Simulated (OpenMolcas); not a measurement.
**Lu²⁺ among point charges: CASSCF and CASPT2 levels and susceptibility**

How does a field of 6 point charges split the states of Lu²⁺, and what χT follows?

Program: OpenMolcas 26.06. Level of theory: state-averaged CASSCF and CASPT2, spin-orbit coupling by RASSI with atomic mean-field integrals. These are calculated values, not measurements, unless marked.

**1. The system**

| Item | Value |
| --- | --- |
| Species | Lu²⁺ (lutetium, Z = 71, 69 electrons) |
| Basis | ANO-RCC-VDZP [7s6p4d2f1g], 68 functions |
| Scalar Hamiltonian | DKH2, point nucleus |
| Inactive shells | 1s 2s 2p 3s 3p 3d 4s 4p 4d 4f 5s 5p |
| Active space | 1 electron in 5 orbitals (5d) |
| Some configurations of this space | 5d |
| Orbitals | optimised for each spin and parity, averaged over all roots |

Outer shells as boxes (Hund's rule):

5d
```
5d [↑ ][  ][  ][  ][  ]
```

The ion sits among 6 point charges of -1.1 e arranged as an octahedron (Oh), 2.04 Å from the ion.

Each step is its own input file, run in one work folder so that later steps find the files of earlier ones. Labels, J, g values, rates, χT and fits are worked out afterwards by a script from the matrices that RASSI stores. The input lists half of the charges; inversion (Group=XYZ) makes the rest.

**2. GATEWAY and SEWARD: basis and integrals**

a.inp reads:

```
&GATEWAY
Coord
1

Lu 0.0 0.0 0.0
Basis=ANO-RCC-VDZP
Group=XYZ
NoMove
AngMom=0.0 0.0 0.0
AMFI
XField
3 Angstrom 0
2.040000 0.000000 0.000000 -1.100000
0.000000 2.040000 0.000000 -1.100000
0.000000 0.000000 2.040000 -1.100000
&SEWARD
```

Started as:

```console
OMP_NUM_THREADS=1 MOLCAS_MEM=1689 MOLCAS_PROJECT=a pymolcas a.inp > a.log
```

**3. Reference wave functions, doublets of even parity, 5 roots**

a.inp reads:

```
&RASSCF
FileOrb=start.orb
Symmetry=1
Spin=2
nActEl=1 0 0
Inactive=15 19
Ras2=5 0
CIRoot=5 5 1
SDav=5
CIMx=300
Iter=120 100
PrWF=0.3
OrbListing=Nothing
MaxOrb=0
>>> COPY $Project.JobIph JOB001
```

start.orb holds the contracted functions of the basis, ordered by shell, or the orbitals of the step before.

**4. RASSI: spin-orbit coupling between the states**

a.inp reads:

```
&RASSI
NrOfJobIphs=1 5
1 2 3 4 5
IphNames
JOB001
EJob
SpinOrbit
DIPRint=1.0
SOCoupling=1000.0
Subsets=2
Property=9
'ANGMOM' 1 'ANGMOM' 2 'ANGMOM' 3 'MLTPL  1' 1 'MLTPL  1' 2 'MLTPL  1' 3
'AMFI' 1 'AMFI' 2 'AMFI' 3
SOProperty=3
'ANGMOM' 1 'ANGMOM' 2 'ANGMOM' 3
```

**5. CASPT2: IPEA 0.25, imaginary shift 0.1 (closed shells correlated: 4f 5s 5p)**

a.inp reads:

```
>>> COPY JOB001 $Project.JobIph
&CASPT2
Multistate=5 1 2 3 4 5
NoMult
Frozen=14 9
IPEA=0.25
Imaginary=0.1
MaxIter=60
WThr=0.0 0.3 0.05
PrWF=0.5
NoMix
```

(Steps that only read results are left out.)

What does the calculation give? Wanted: spin-free ground state; first state of the same spin within the active space; lowest level; next level.

As calculated:

| quantity | value |
| --- | --- |
| method | SS-CASPT2, IPEA 0.25, imaginary shift 0.1 (closed shells correlated: 4f 5s 5p) |
| spin-free ground state | 2T2, 3-fold in its orbital part |
| first state of the same spin within the active space | 2E at 26400 cm⁻¹ |
| lowest level | 4-fold Γ8 |
| next level | 1052.5 cm⁻¹ |
| χT at 300 K | 0.15 cm³ K/mol |
| effective moment at 300 K | 1.09 μB |

Cost by method:

| method | time of its own steps | time with the reference |
| --- | --- | --- |
| A. CASSCF | 1.6 s | 1.6 s |
| B. SS-CASPT2, IPEA 0.25, imaginary shift 0.1, +4f 5s 5p | 0.72 s | 2.3 s |

Times are of one thread on a shared host.

In words: The spin-free ground state (2T2) comes to 100 % from free-ion D terms and keeps the highest spin of the shell. χT at 300 K is 0.15, against 0.38 cm³ K/mol for the spin alone, so orbital moment lowers it. A ligand-field fit to the states below 45000 cm-1 gives 10Dq = 26432 cm-1, the gap between the two states. CASPT2 does not keep the components of a term degenerate, and the means are used. The free ion's ground configuration, as NIST lists it, lies outside this active space, so the lowest level here need not be the ground level. The field of point charges can differ much from that of real complexes. This is an electrostatic model: the charges have no orbitals.
